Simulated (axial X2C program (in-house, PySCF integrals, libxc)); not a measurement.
# SrF: bond curves with and without spin–orbit coupling

Aim: find the lowest determinant of SrF, scan the bond at several levels and fit the constants, once spin-free and once with spin–orbit coupling.

Program: an in-house X2C program for linear molecules on PySCF integrals. Level of theory: all-electron X2C, Sr dyall-cv3z, F dyall-av3z. These are calculated values, not measurements.

### Step 1. The job

The input, task.json:

```json
{
 "zs": [
  38,
  9
 ],
 "q": 0,
 "bas": [
  "dyall-cv3z",
  "dyall-av3z"
 ],
 "levels": [
  "PBE0",
  "HF",
  "TPSS"
 ],
 "cc": true,
 "r0": 2.49,
 "thr": -1.0,
 "nmax": 90,
 "npts": 10,
 "nst": 2,
 "ntry": 6
}
```

Keys: zs atomic numbers; q charge; bas basis sets; levels methods (HF also brings MP2); cc coupled cluster on or off; r0 starting distance in Å; thr threshold in hartree for freezing inner shells (an s shell follows its p shell); nmax most natural virtual spinors; npts points asked for on the curve; nst determinants followed; ntry starts of the search.

The run is started by

```sh
$ python so2c.py task.json out
```

Spin-free means the one-electron spin-free X2C Hamiltonian; two-component (2c) means X2C with spin–orbit coupling and atomic mean-field two-electron Coulomb and Gaunt terms. Basis: Sr dyall-cv3z contracted to [13s12p8d5f1g], F dyall-av3z contracted to [7s6p3d2f]; Gaussian nuclei, density fitting. Masses: Sr 87.906 u, F 18.998 u.

Notation: σ, π±, δ± give the projection m of an orbital's angular momentum (0, ±1, ±2), α and β its spin, Λ and M_S the sums; ω is the projection of a spinor's total angular momentum and Ω the sum. Logs are in hartree.

The results follow Hamiltonian by Hamiltonian and level by level.

### Step 2. Which state to follow

PBE0 moves the distance from 2.490 Å to 2.069 Å and compares determinants there.

Spin-free determinants:

| ΔE (eV) | state | open shells |
| --- | --- | --- |
| 0.00 | M_S = 1/2, Λ = 0 | beyond closed shells: σα |
| 1.79 | M_S = 1/2, Λ = 1 | beyond closed shells: π+α |
| 2.58 | M_S = 1/2, Λ = 2 | beyond closed shells: δ+α |
| 7.07 | M_S = 1/2, Λ = 1 | beyond closed shells: π+α, π+β, π-α |
| 8.48 | M_S = 3/2, Λ = 2 | beyond closed shells: σα, 2 × π+α, π+β, π-α |

Two-component determinants:

```tsv
ΔE (eV)	state	open shells
0.00	Ω = 1/2	excess of +ω over −ω: ω = 1/2
1.81	Ω = 3/2	excess of +ω over −ω: ω = 3/2
2.58	Ω = 5/2	excess of +ω over −ω: ω = 5/2
7.05	Ω = 3/2	excess of +ω over −ω: ω = 3/2
8.49	Ω = 7/2	excess of +ω over −ω: ω = 1/2, 2 × ω = 3/2
```

### Step 3. PBE0, spin-free

State followed: M_S = 1/2, Λ = 0 (beyond closed shells: σα). The scan is laid around 2.069 Å, a first estimate of the minimum, and this SCF restarts from the orbitals of the search.

Output at 2.069 Å:

```text
spin-free X2C-1e  PBE0
basis functions 187  fitting functions 957  grid points 5078
iter        total energy     max residual
   1      -3278.950131023     6.49e-06
   2      -3278.950131028     3.37e-06
   3      -3278.950131029     2.05e-06
converged
one-electron -4714.30426460  Coulomb 1464.00295889  exact exchange -28.53901206  xc functional -87.58134836  nuclear repulsion 87.47153511
```

Along the bond, energies from the lowest point:

| R (Å) | E (eV) | μ (D) | HOMO (eV) | LUMO (eV) | iterations |
| --- | --- | --- | --- | --- | --- |
| 1.800 | 0.7773 | -1.58 | -3.58 | -1.55 | 12 |
| 1.883 | 0.3207 | -2.06 | -3.69 | -1.63 | 12 |
| 1.945 | 0.1257 | -2.41 | -3.77 | -1.69 | 11 |
| 2.007 | 0.0262 | -2.77 | -3.85 | -1.76 | 11 |
| 2.069 | 0.0000 | -3.13 | -3.92 | -1.82 | 3 |
| 2.141 | 0.0390 | -3.54 | -4.01 | -1.89 | 11 |
| 2.214 | 0.1326 | -3.96 | -4.09 | -1.96 | 11 |
| 2.307 | 0.3070 | -4.50 | -4.20 | -2.05 | 11 |
| 2.421 | 0.5702 | -5.15 | -4.32 | -2.17 | 11 |
| 2.586 | 0.9955 | -6.12 | -4.50 | -2.33 | 12 |

Dipoles are positive if F is the positive end.

Outer orbitals at the reference distance:

```csv
symmetry,occupied,ε (eV),atomic character
σα,yes,-29.79,"80% F s, 10% Sr p, 4% Sr d"
σβ,yes,-29.78,"81% F s, 10% Sr p, 4% Sr d"
π-α,yes,-24.23,99% Sr p
π+α,yes,-24.23,99% Sr p
π-β,yes,-24.13,99% Sr p
π+β,yes,-24.13,99% Sr p
σα,yes,-23.58,"85% Sr p, 7% F s, 4% F p"
σβ,yes,-23.48,"85% Sr p, 7% F s, 4% F p"
σα,yes,-9.40,"88% F p, 6% Sr d, 3% Sr p"
σβ,yes,-9.38,"88% F p, 6% Sr d, 3% Sr p"
π-β,yes,-9.33,"92% F p, 5% Sr d, 2% Sr f"
π+β,yes,-9.33,"92% F p, 5% Sr d, 2% Sr f"
π+α,yes,-9.32,"92% F p, 5% Sr d, 2% Sr f"
π-α,yes,-9.32,"92% F p, 5% Sr d, 2% Sr f"
σα,yes,-3.92,"78% Sr s, 13% Sr p, 4% F p"
σβ,no,-1.82,"82% Sr s, 8% Sr p, 4% Sr d"
π+α,no,-1.04,"87% Sr p, 12% Sr d"
π-α,no,-1.04,"87% Sr p, 12% Sr d"
σα,no,-0.58,"67% Sr p, 25% Sr d, 3% F p"
```

PBE0 fields in the half plane through the axis: z from -2.4 to 4.2 Å across, distance from the axis 0.15 to 2.25 Å upwards; Sr lies at z = 0 and F at z = 2.069 Å; the ELF is damped to zero where the density is low.

log10 density (e/bohr³). Ten even steps from ' ' (-5.21 ) to '@' (1.53 ):
```
::::--------------------::::::::::::....      
::------------------------------::::::....    
----------==========----------------::::::..  
--------========++==================----::....
------======++++++++++====++++++++====--::::..
------====++**********++++++******++====--::..
----====++****######****++**######**++==--::::
----====++**##%%@@%%##****####%%##**++==--::::
```

ELF. Ten even steps from '0' (0.00 ) to '9' (0.94 ):
```
58999998753100000000000
89999875321000000000000
99997421110000111000000
99962112221001232110000
99621146773003555421000
98411588887116887642000
97213883238328999863100
96115966365428628874100
```

Re = 2.064 Å, ωe = 507 cm⁻¹, ωexe = 2.26 cm⁻¹, Be = 0.2532 cm⁻¹, De = 5.56 eV, μ = -3.10 D.

### Step 4. HF, spin-free

The SCF at the reference distance of 2.069 Å:

```text
spin-free X2C-1e  HF
basis functions 187  fitting functions 957  grid points 5078
iter        total energy     max residual
   1      -3276.985818854     2.23e-01
   2      -3277.009408997     4.72e-03
   3      -3277.010081950     3.33e-03
   4      -3277.010311752     9.63e-04
   5      -3277.010379677     3.89e-04
   6      -3277.010413084     2.40e-04
   7      -3277.010425930     1.07e-04
   8      -3277.010428278     2.01e-05
   9      -3277.010428331     6.90e-06
  10      -3277.010428337     1.72e-06
  11      -3277.010428337     8.60e-07
converged
one-electron -4713.75325589  Coulomb 1463.54356636  exact exchange -114.27227391  xc functional 0.00000000  nuclear repulsion 87.47153511
```

Re = 2.103 Å, ωe = 494 cm⁻¹, ωexe = 2.11 cm⁻¹, Be = 0.244 cm⁻¹, De = 4.15 eV, μ = -2.96 D.

### Step 5. TPSS, spin-free

The SCF at the reference distance of 2.069 Å:

```text
spin-free X2C-1e  TPSS
basis functions 187  fitting functions 957  grid points 5078
iter        total energy     max residual
   1      -3279.237135106     5.41e-02
   2      -3279.238442304     7.21e-03
   3      -3279.236524710     1.43e-02
   4      -3279.239033139     2.97e-03
   5      -3279.239160457     6.59e-04
   6      -3279.239165659     8.36e-05
   7      -3279.239165751     1.14e-05
   8      -3279.239165755     6.03e-06
   9      -3279.239165756     1.50e-06
converged
one-electron -4713.87366534  Coulomb 1463.54442823  exact exchange 0.00000000  xc functional -116.38146375  nuclear repulsion 87.47153511
```

Re = 2.072 Å, ωe = 503 cm⁻¹, ωexe = 2.3 cm⁻¹, Be = 0.2514 cm⁻¹, De = 5.79 eV, μ = -2.87 D.

### Step 6. Correlated methods, spin-free

Correlated methods: 9 electrons correlated (frozen shells, counted by type: Sr 4 s, 3 p, 1 d; F 1 s), 261 virtual spinors in MP2, 90 natural virtuals in coupled cluster.

Output of the correlated part at 2.069 Å:

```text
correlated 9  virtual 261  natural virtual 90  E(MP2) -0.296004724  MP2 remainder -0.002188935
iter   CCSD correlation   residual
   1     -0.282256621   9.67e-02
   2     -0.288037429   4.20e-02
   3     -0.289591629   1.03e-02
   4     -0.289603296   3.43e-03
   5     -0.289577643   8.74e-04
   6     -0.289582676   2.91e-04
   7     -0.289581658   9.50e-05
   8     -0.289581339   2.35e-05
   9     -0.289581821   8.22e-06
  10     -0.289581603   3.24e-06
  11     -0.289581654   1.05e-06
  12     -0.289581639   3.46e-07
(T) -0.009459043  T1 0.0193  D1 0.0260  max T2 0.025
```

T1 in the output is the amplitude norm over the root of the electron number; divide by √2 for the Lee–Taylor value.

MP2: Re = 2.127 Å, ωe = 471 cm⁻¹, Be = 0.2385 cm⁻¹, De = 5.96 eV.

CCSD: Re = 2.121 Å, ωe = 478 cm⁻¹, ωexe = 2.05 cm⁻¹, Be = 0.2398 cm⁻¹, De = 5.33 eV. T1 at Re = 0.014 (Lee–Taylor, the printed value over √2).

CCSD(T): Re = 2.125 Å, ωe = 475 cm⁻¹, ωexe = 2.04 cm⁻¹, Be = 0.2389 cm⁻¹, De = 5.47 eV. T1 at Re = 0.014 (Lee–Taylor, the printed value over √2).

### Step 7. A higher determinant, spin-free

State: M_S = 1/2, Λ = 1 (beyond closed shells: π+α).

Output at the reference distance:

```text
spin-free X2C-1e  PBE0
basis functions 187  fitting functions 957  grid points 5078
iter        total energy     max residual
   1      -3278.884197213     7.21e-06
   2      -3278.884197219     5.29e-06
   3      -3278.884197220     3.45e-06
converged
one-electron -4713.20218818  Coulomb 1462.95381355  exact exchange -28.53549904  xc functional -87.57185866  nuclear repulsion 87.47153511
```

```
R (Å)  E above the lowest PBE0 point (eV)
1.800                               2.493
1.883                               2.066
1.945                               1.890
2.007                               1.806
2.069                               1.794
2.141                               1.847
2.214                               1.952
2.307                               2.137
2.421                               2.410
```

Re = 2.050 Å, ωe = 514 cm⁻¹, ωexe = 2.33 cm⁻¹, Be = 0.2568 cm⁻¹, μ = -3.26 D. Te = 1.79 eV.

### Step 8. The spin-free curves together

Energy (eV) of the followed determinant, spin-free, from each level's lowest point:

| R (Å) | PBE0 | HF | MP2 | CCSD | CCSD(T) | TPSS |
| --- | --- | --- | --- | --- | --- | --- |
| 1.800 | 0.777 | 1.007 | 1.121 | n/a | n/a | 0.822 |
| 1.883 | 0.321 | 0.463 | 0.548 | 0.532 | 0.545 | 0.348 |
| 1.945 | 0.126 | 0.212 | 0.276 | 0.263 | 0.273 | 0.143 |
| 2.007 | 0.026 | 0.066 | 0.109 | 0.099 | 0.106 | 0.034 |
| 2.069 | 0.000 | 0.000 | 0.022 | 0.017 | 0.020 | 0.000 |
| 2.141 | 0.039 | 0.001 | 0.000 | 0.000 | 0.000 | 0.032 |
| 2.214 | 0.133 | 0.065 | 0.041 | 0.047 | 0.043 | 0.119 |
| 2.307 | 0.307 | 0.211 | 0.160 | 0.172 | 0.164 | 0.287 |
| 2.421 | 0.570 | 0.451 | 0.369 | n/a | n/a | 0.543 |
| 2.586 | 0.995 | 0.858 | 0.739 | n/a | n/a | 0.958 |

### Step 9. PBE0, 2c

State followed: Ω = 1/2 (excess of +ω over −ω: ω = 1/2). The scan is laid around 2.069 Å, a first estimate of the minimum, and this SCF restarts from the orbitals of the search.

The SCF at the reference distance of 2.069 Å:

```text
two-component X2C + atomic mean field  PBE0
basis functions 187  fitting functions 957  grid points 5078
iter        total energy     max residual
   1      -3277.765706959     6.05e-06
   2      -3277.765706959     7.80e-06
converged
one-electron -4711.16457804  Coulomb 1463.33195377  exact exchange -28.52548467  xc functional -87.54070782  nuclear repulsion 87.47153511  atomic mean-field constant -1.33842531
```

Along the bond, energies from the lowest point:

```
R (Å)  E (eV)  μ (D)  HOMO (eV)  LUMO (eV)  iterations
1.800  0.7767  -1.58      -3.58      -1.55          12
1.883  0.3204  -2.06      -3.69      -1.63          12
1.945  0.1256  -2.41      -3.77      -1.69          11
2.007  0.0262  -2.77      -3.85      -1.76          11
2.069  0.0000  -3.13      -3.92      -1.82           2
2.141  0.0391  -3.54      -4.01      -1.89          11
2.214  0.1327  -3.96      -4.09      -1.96          11
2.307  0.3072  -4.50      -4.20      -2.05          11
2.421  0.5705  -5.15      -4.32      -2.17          11
2.586  0.9958  -6.12      -4.50      -2.33          12
```

Dipoles are positive if F is the positive end.

Outer spinors at the reference distance:

```
   ω  occupied  ε (eV)            atomic character     λ mixture
 1/2       yes  -29.80  80% F s, 11% Sr p, 4% Sr d        100% σ
-1/2       yes  -29.79  81% F s, 10% Sr p, 4% Sr d        100% σ
-1/2       yes  -24.80                    97% Sr p  87% π, 13% σ
 1/2       yes  -24.73                    96% Sr p  83% π, 17% σ
 3/2       yes  -23.84                    99% Sr p        100% π
-3/2       yes  -23.73                    99% Sr p        100% π
 1/2       yes  -23.33    87% Sr p, 6% F s, 4% F p  83% σ, 17% π
-1/2       yes  -23.26    87% Sr p, 6% F s, 4% F p  87% σ, 13% π
 1/2       yes   -9.40   88% F p, 6% Sr d, 3% Sr p   93% σ, 7% π
-1/2       yes   -9.38   88% F p, 6% Sr d, 3% Sr p  86% σ, 14% π
 1/2       yes   -9.34   92% F p, 5% Sr d, 2% Sr f   93% π, 7% σ
-1/2       yes   -9.34   92% F p, 5% Sr d, 2% Sr f  86% π, 14% σ
-3/2       yes   -9.31   92% F p, 5% Sr d, 2% Sr f        100% π
 3/2       yes   -9.31   92% F p, 5% Sr d, 2% Sr f        100% π
 1/2       yes   -3.92  78% Sr s, 13% Sr p, 4% F p        100% σ
-1/2        no   -1.82  82% Sr s, 8% Sr p, 4% Sr d        100% σ
-1/2        no   -1.06          87% Sr p, 12% Sr d        100% π
 3/2        no   -1.03          87% Sr p, 12% Sr d        100% π
 1/2        no   -0.58  67% Sr p, 25% Sr d, 3% F p        100% σ
```

PBE0 fields in the half plane through the axis: z from -2.4 to 4.2 Å across, distance from the axis 0.15 to 2.25 Å upwards; Sr lies at z = 0 and F at z = 2.069 Å; the ELF is damped to zero where the density is low.

log10 density (e/bohr³). Ten even steps from '0' (-5.21 ) to '9' (1.53 ):
```
22333333333322222211000
23333333333333332221100
33333444443333333322210
33334444544444444433211
33344455555445555443221
33344566666555666544321
33445667776656777654322
33445678987667787654322
```

ELF. Ten even steps from ' ' (0.00 ) to '@' (0.94 ):
```
++%%@@@@@@@@@@%%##++--..                      
%%@@@@@@@@%%##++--::..                        
@@@@@@@@##==::......        ......            
@@@@@@**::....::::::..    ..::--::....        
@@@@**::....==**####--    --++++++==::..      
@@%%==....++%%%%%%%%##....**%%%%##**==::      
@@##::..--%%%%--::--%%--::%%@@@@@@%%**--..    
@@**....++@@****--**++==::%%**::%%%%##==..    
```

Re = 2.064 Å, ωe = 507 cm⁻¹, ωexe = 2.26 cm⁻¹, Be = 0.2533 cm⁻¹, De = 5.56 eV, μ = -3.10 D.

### Step 10. HF, 2c

The SCF at the reference distance of 2.069 Å:

```text
two-component X2C + atomic mean field  HF
basis functions 187  fitting functions 957  grid points 5078
iter        total energy     max residual
   1      -3275.801453149     2.23e-01
   2      -3275.825044117     4.73e-03
   3      -3275.825718956     3.35e-03
   4      -3275.825949839     9.64e-04
   5      -3275.826018033     3.89e-04
   6      -3275.826051622     2.40e-04
   7      -3275.826064515     1.07e-04
   8      -3275.826066883     2.02e-05
   9      -3275.826066938     6.92e-06
  10      -3275.826066945     1.72e-06
  11      -3275.826066946     8.38e-07
converged
one-electron -4710.61172315  Coulomb 1462.87066520  exact exchange -114.21811879  xc functional 0.00000000  nuclear repulsion 87.47153511  atomic mean-field constant -1.33842531
```

Re = 2.103 Å, ωe = 494 cm⁻¹, ωexe = 2.11 cm⁻¹, Be = 0.244 cm⁻¹, De = 4.14 eV, μ = -2.96 D.

### Step 11. TPSS, 2c

The SCF at the reference distance of 2.069 Å:

```text
two-component X2C + atomic mean field  TPSS
basis functions 187  fitting functions 957  grid points 5078
iter        total energy     max residual
   1      -3278.052044346     5.40e-02
   2      -3278.053353917     7.21e-03
   3      -3278.051434320     1.43e-02
   4      -3278.053943936     2.98e-03
   5      -3278.054071772     6.61e-04
   6      -3278.054076990     8.32e-05
   7      -3278.054077086     1.21e-05
   8      -3278.054077091     6.37e-06
   9      -3278.054077092     1.36e-06
converged
one-electron -4710.73405770  Coulomb 1462.87351731  exact exchange 0.00000000  xc functional -116.32664650  nuclear repulsion 87.47153511  atomic mean-field constant -1.33842531
```

Re = 2.072 Å, ωe = 503 cm⁻¹, ωexe = 2.3 cm⁻¹, Be = 0.2514 cm⁻¹, De = 5.79 eV, μ = -2.87 D.

### Step 12. Correlated methods, 2c

Correlated methods: 9 electrons correlated (frozen shells, counted by type: Sr 4 s, 3 p, 1 d; F 1 s), 261 virtual spinors in MP2, 90 natural virtuals in coupled cluster.

Output of the correlated part at 2.069 Å:

```text
correlated 9  virtual 261  natural virtual 90  E(MP2) -0.295986846  MP2 remainder -0.002187228
iter   CCSD correlation   residual
   1     -0.282248178   9.67e-02
   2     -0.288028226   4.20e-02
   3     -0.289583029   1.03e-02
   4     -0.289594611   3.43e-03
   5     -0.289568964   8.74e-04
   6     -0.289573986   2.91e-04
   7     -0.289572970   9.48e-05
   8     -0.289572650   2.35e-05
   9     -0.289573132   8.19e-06
  10     -0.289572915   3.22e-06
  11     -0.289572966   1.05e-06
  12     -0.289572950   3.46e-07
(T) -0.009460486  T1 0.0193  D1 0.0261  max T2 0.023
```

MP2: Re = 2.127 Å, ωe = 471 cm⁻¹, Be = 0.2385 cm⁻¹, De = 5.95 eV.

CCSD: Re = 2.122 Å, ωe = 479 cm⁻¹, ωexe = 2.09 cm⁻¹, Be = 0.2398 cm⁻¹, De = 5.31 eV. T1 at Re = 0.014 (Lee–Taylor, the printed value over √2).

CCSD(T): Re = 2.125 Å, ωe = 475 cm⁻¹, ωexe = 2.09 cm⁻¹, Be = 0.2389 cm⁻¹, De = 5.45 eV. T1 at Re = 0.014 (Lee–Taylor, the printed value over √2).

### Step 13. A higher determinant, 2c

State: Ω = 3/2 (excess of +ω over −ω: ω = 3/2).

Output at the reference distance:

```text
two-component X2C + atomic mean field  PBE0
basis functions 187  fitting functions 957  grid points 5078
iter        total energy     max residual
   1      -3277.699135866     9.54e-05
   2      -3277.699135580     1.78e-04
   3      -3277.699136012     5.12e-06
   4      -3277.699136015     4.00e-06
   5      -3277.699136018     1.78e-06
   6      -3277.699136019     2.40e-07
converged
one-electron -4710.03619545  Coulomb 1462.25681253  exact exchange -28.52190990  xc functional -87.53095300  nuclear repulsion 87.47153511  atomic mean-field constant -1.33842531
```

```
R (Å)  E above the lowest PBE0 point (eV)
1.800                               2.509
1.883                               2.082
1.945                               1.906
2.007                               1.823
2.069                               1.811
2.141                               1.864
2.214                               1.969
2.307                               2.155
2.421                               2.428
```

Re = 2.050 Å, ωe = 514 cm⁻¹, ωexe = 2.34 cm⁻¹, Be = 0.2569 cm⁻¹, μ = -3.24 D. Te = 1.81 eV.

### Step 14. The 2c curves together

Energy (eV) of the followed determinant, 2c, from each level's lowest point:

```csv
R (Å),PBE0,HF,MP2,CCSD,CCSD(T),TPSS
1.800,0.777,1.007,1.121,n/a,n/a,0.822
1.883,0.320,0.463,0.548,0.532,0.545,0.348
1.945,0.126,0.212,0.276,0.264,0.273,0.142
2.007,0.026,0.066,0.109,0.100,0.106,0.034
2.069,0.000,0.000,0.022,0.017,0.021,0.000
2.141,0.039,0.001,0.000,0.000,0.000,0.032
2.214,0.133,0.065,0.041,0.047,0.043,0.119
2.307,0.307,0.211,0.160,0.173,0.165,0.287
2.421,0.570,0.450,0.369,n/a,n/a,0.543
2.586,0.996,0.857,0.738,n/a,n/a,0.959
```

Time for the job: 1.8 min (1 thread, shared host).

### Step 15. What came out

Lowest determinant that the search found at its distance, spin-free: M_S = 1/2, Λ = 0 (beyond closed shells: σα).

Lowest determinant that the search found at its distance, 2c: Ω = 1/2 (excess of +ω over −ω: ω = 1/2).

```
Hamiltonian    level  Re (Å)  ωe (cm⁻¹)  De (eV)  μ (D)
  spin-free     PBE0   2.064        507     5.56  -3.10
  spin-free       HF   2.103        494     4.15  -2.96
  spin-free      MP2   2.127        471     5.96    n/a
  spin-free     CCSD   2.121        478     5.33    n/a
  spin-free  CCSD(T)   2.125        475     5.47    n/a
  spin-free     TPSS   2.072        503     5.79  -2.87
         2c     PBE0   2.064        507     5.56  -3.10
         2c       HF   2.103        494     4.14  -2.96
         2c      MP2   2.127        471     5.95    n/a
         2c     CCSD   2.122        479     5.31    n/a
         2c  CCSD(T)   2.125        475     5.45    n/a
         2c     TPSS   2.072        503     5.79  -2.87
```

Dipoles are positive if F is the positive end.

Time per point (s) on 1 thread, shared host (2c runs; CCSD comes with the CCSD(T) run); the times are rough: PBE0 0.55, HF 0.42, MP2 0.56, CCSD(T) 3, TPSS 0.64.

In words: At CCSD(T), going from spin-free to two-component changes Re by 0 mÅ, ωe by +0.1 %; the spin-free picture holds up (part of it comes from the scalar share of the two-electron terms). De moves by -0.02 eV; both De rest on single-determinant atoms, which can miss part of an open shell's spin–orbit lowering.

De refers to Sr + F, each in the lowest determinant found, which need not be this curve's own limit. The state is a single determinant with fixed occupations, the lowest that a limited PBE0 search found. De is counted from the lowest determinant-based energies of the atoms at the same level, without counterpoise correction. Density functionals use the spin component along the axis (collinear). Coupled cluster ran in a truncated set of natural virtual spinors; the MP2 energy of the rest was added. The meta-GGAs lack a current-density term, which matters for open shells with orbital currents, atoms included. With the outer-core shells frozen, correlated bond lengths of heavy atoms tend to come out a few hundredths of an ångström too long.
